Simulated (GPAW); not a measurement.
A run of GPAW 26.7.0:

Contents of run.py:

```python
from ase import Atoms
from ase.dft.bandgap import bandgap
from ase.io import write
from ase.units import GPa
from gpaw import GPAW, PW

atoms = Atoms(['Ru', 'Se'],
              cell=[[0.0, 2.9063344, 2.9063344],
                    [2.9063344, 0.0, 2.9063344],
                    [2.9063344, 2.9063344, 0.0]],
              scaled_positions=[[0.0, 0.0, 0.0],
                                [0.25, 0.25, 0.25]],
              pbc=True)
atoms.set_initial_magnetic_moments([2.0, 0.0])

calc = GPAW(mode=PW(600),
            xc='PBE',
            kpts={'size': (6, 6, 6), 'gamma': True},
            occupations={'name': 'methfessel-paxton', 'order': 0, 'width': 0.05, 'fixmagmom': True},
            nbands=22,
            convergence={'density': 1e-05, 'energy': 1e-05},
            maxiter=150,
            txt='gpaw.txt')
atoms.calc = calc
energy = atoms.get_potential_energy()
forces = atoms.get_forces()
stress = atoms.get_stress()
calc.write('gs.gpw')
write('result.traj', atoms)
print(f'Energy: {energy:.6f} eV')
print('Forces (eV/A):')
print(forces.round(4))
print('Stress (GPa):', (stress / GPa).round(3))
print('Moments:', calc.get_magnetic_moments().round(3))
print('Fermi levels:', calc.get_fermi_levels().round(4), 'eV')
```

Potentials or basis: GPAW PAW data sets (gpaw-data 1.2.1), pw.

Launch:

```bash
$ OMP_NUM_THREADS=1 python run.py
```

Hardware: 1 thread of Arm Neoverse V2 (shared host).

Task: How long does it take, and how much memory?

Result: Run time: 24 s on 1 thread of Arm Neoverse V2, on a shared host, peak memory 0.17 GiB. Counts: scf iterations 12, plane waves 1676, bands 22, k points 16.
